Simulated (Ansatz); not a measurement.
What does this script print? It uses Ansatz 0.2.0, Python API.

Script `c2h4aln_field.py`:
```python
'''Dipole of C2H4AlN in the field of point charges.'''

import ansatz
import numpy as np


def main() -> None:
    geometry_ang = [
        ('Al', (-0.6173, 1.524, -0.1424)),
        ('C', (0.186, -0.1454, 0.2974)),
        ('N', (0.8869, -0.943, 1.1726)),
        ('C', (0.586, -1.4063, -0.0158)),
        ('H', (-1.4096, 1.7339, -1.5734)),
        ('H', (-0.6141, 2.8005, 0.8786)),
        ('H', (1.3687, -1.507, -0.7385)),
        ('H', (-0.2944, -2.1139, 0.0658)),
    ]
    system = ansatz.Crystal.molecule()
    for symbol, xyz in geometry_ang:
        system = system.atom(symbol, xyz)

    calculation = system.calculation()
    calculation = calculation.basis(gaussian='def2-SVPD')
    calculation = calculation.functional('B3LYP', dispersion='d3bj')
    calculation = calculation.forces()
    # charges +q and -q at -R and +R make a nearly even field 2 k q / R^2 at the centre
    centre = np.mean([site.position_ang for site in system.cartesian_sites], axis=0)
    field = 2 * 14.399645 * 3.0 / 40.0 ** 2


    def dipole(axis, sign):
        arm = 40.0 * np.eye(3)[axis]
        pair = [{'charge': sign * 3.0, 'position_ang': (centre - arm).tolist()}, {'charge': -sign * 3.0, 'position_ang': (centre + arm).tolist()}]
        deck = calculation.input().set(ansatz.key.basis.gaussian.point_charges, pair)
        return np.array(ansatz.Session.from_dict(deck).plan().execute().report['charge_distribution']['dipole_moment_e_ang'])


    print(f'field {field:.4f} V/A')
    alpha = np.array([(dipole(axis, 1) - dipole(axis, -1)) / (2 * field) * 14.399645 for axis in range(3)])
    print('polarisability tensor (A^3)')
    print(np.array2string(alpha, precision=3, suppress_small=True))
    print(f'mean {np.trace(alpha) / 3:.3f} A^3 = {np.trace(alpha) / 3 / 0.14818471:.2f} bohr^3')


if __name__ == '__main__':
    main()
```

Running `python c2h4aln_field.py` prints:
```text
field 0.0540 V/A
polarisability tensor (A^3)
[[ 7.505 -1.549  0.725]
 [-1.549 10.706 -0.273]
 [ 0.728 -0.284  7.819]]
mean 8.677 A^3 = 58.55 bohr^3
```

The geometry is a force-field or estimated start, not a minimum of this method, and the basis set is short of its limit. The field of two point charges is only nearly even. b3lyp holds the VWN-RPA fit, as in Gaussian; the form of ORCA and Turbomole is b3lyp5. The whole script took 30 s on 1 thread of Arm Neoverse V1 (shared host), peak memory 0.28 GiB.
